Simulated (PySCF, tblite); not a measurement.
**Si2H6O3, a small molecule taken as a stand-in for a surface group (Si site with back bonds O[SiH3], O, O): NMR shifts, core binding energies and electronic excitations**

Wanted: the NMR shifts, core binding energies and electronic excitations for `O[SiH](O)O[SiH3]`.

Computed with tblite 0.8.0 and PySCF 2.14.0; each step states its level. No surroundings beyond the atoms listed, unless a continuum is named. Atoms count from 0, parts from 1.

## (1) The system as given

11 atoms, charge 0, multiplicity 1; geometry: distance geometry start.

## (2) Geometry optimisation with GFN2-xTB

The job: settings as JSON, then the geometry in Å.

```
{"job": {"kind": "relax", "xc": "GFN2-xTB", "basis": "xTB"}, "charge": 0, "multiplicity": 1}
Si     1.078683    -0.594841    -1.764448
O     -0.047813     0.750761    -1.556596
Si    -0.807037     1.217561    -0.006517
O      1.711189    -0.552228    -3.413552
O      2.404888    -0.435596    -0.610192
H      0.397543    -1.821420    -1.530150
H     -0.185069     2.334815     0.532830
H     -0.704123     0.129264     0.891687
H     -2.204880     1.490058    -0.251764
H      1.580527     0.170040    -4.053792
H      2.372485    -0.682152     0.318312
```

With the program's defaults for keys left out, this is: GFN2-xTB geometry optimisation, gas phase.

Command:

```bash
> OMP_NUM_THREADS=1 python cluster_run.py task.json out
```

One launch serves the whole session: the jobs run in the order shown.

**Question.** The jobs that follow are: PBE0-D3(BJ)/def2-SVP geometry optimisation, gas phase; GIAO PBE0/pcSseg-2 NMR shielding, non-relativistic, gas phase; delta-SCF UKS SCAN, pcX-2 on the ionised atom, pcseg-1 elsewhere, spin-free X2C; TDDFT CAM-B3LYP/def2-SVPD, vertical, gas phase, core orbitals frozen in the response. Predict: point group; rotational constants (main isotopes); 1H shifts against TMS (PBE0/pcSseg-2); 29Si shifts against TMS (PBE0/pcSseg-2); 17O shifts against H2O (PBE0/pcSseg-2); O1s binding energies, SCAN/pcX-2; Si2p binding energies, SCAN/pcX-2; lowest singlet (CAM-B3LYP/def2-SVPD); brightest single state of those computed; lowest triplet; vertical ionisation energy (ΔSCF).

**Answer**, as computed:

```
                                quantity                                   value
                             point group                                      C1
    rotational constants (main isotopes)                    5.68, 1.83, 1.59 GHz
   1H shifts against TMS (PBE0/pcSseg-2)  5.12, 5.10, 4.95, 4.78, 1.92, 1.70 ppm
 29Si shifts against TMS (PBE0/pcSseg-2)                        -43.6, -54.5 ppm
  17O shifts against H2O (PBE0/pcSseg-2)                    67.1, 64.9, 53.3 ppm
        O1s binding energies, SCAN/pcX-2      O4 538.93, O3 538.85, O1 538.04 eV
       Si2p binding energies, SCAN/pcX-2               Si0 108.58, Si2 107.84 eV
    lowest singlet (CAM-B3LYP/def2-SVPD)             7.67 eV (162 nm), f = 0.001
brightest single state of those computed             state 6, 8.67 eV, f = 0.105
                          lowest triplet                                 7.29 eV
       vertical ionisation energy (ΔSCF)                                11.16 eV
```

**Reading.** The start of the PBE0/def2-SVP relaxation was shaken at random by about 0.01 Å, so part of the energy gained, and of the first lengths quoted, undoes that. Relaxing lowered the energy by 0.309 eV in 15 steps; the close pair that moved most is Si2–H8, from 1.430 to 1.492 Å (PBE0/def2-SVP). Hydrogens of an XH3 group are listed apart at this fixed geometry; free rotation makes them one line at their mean. At PBE0/pcSseg-2: The largest span, 116 ppm, is at Si2, where the paramagnetic term is -492 ppm. At SCAN/pcX-2: The O1s levels kept as sound span 0.89 eV, from O1 (oxygen bonded to 2 Si) up to O4 (oxygen bonded to Si, H). At SCAN/pcX-2: The Si2p levels kept as sound span 0.74 eV, from Si2 (silicon bonded to O, 3 H) up to Si0 (silicon bonded to 3 O, H). The lowest singlet, at 7.67 eV, is HOMO→LUMO 0.61, HOMO→LUMO+2 0.16 and is dark; of the 6 states computed, the strongest absorption comes from state 6 at 8.67 eV (the last computed, so partners may be missing). The lowest triplet lies 0.39 eV below the lowest singlet (triplets in Tamm-Dancoff, singlets in full TDDFT). ΔSCF puts the ionisation energy at 11.16 eV, 0.88 eV above −ε(HOMO). A capped cluster stands for the solid here, so long-range fields and strain are missing, and bands or shifts of the capping hydrogens have no counterpart in it.
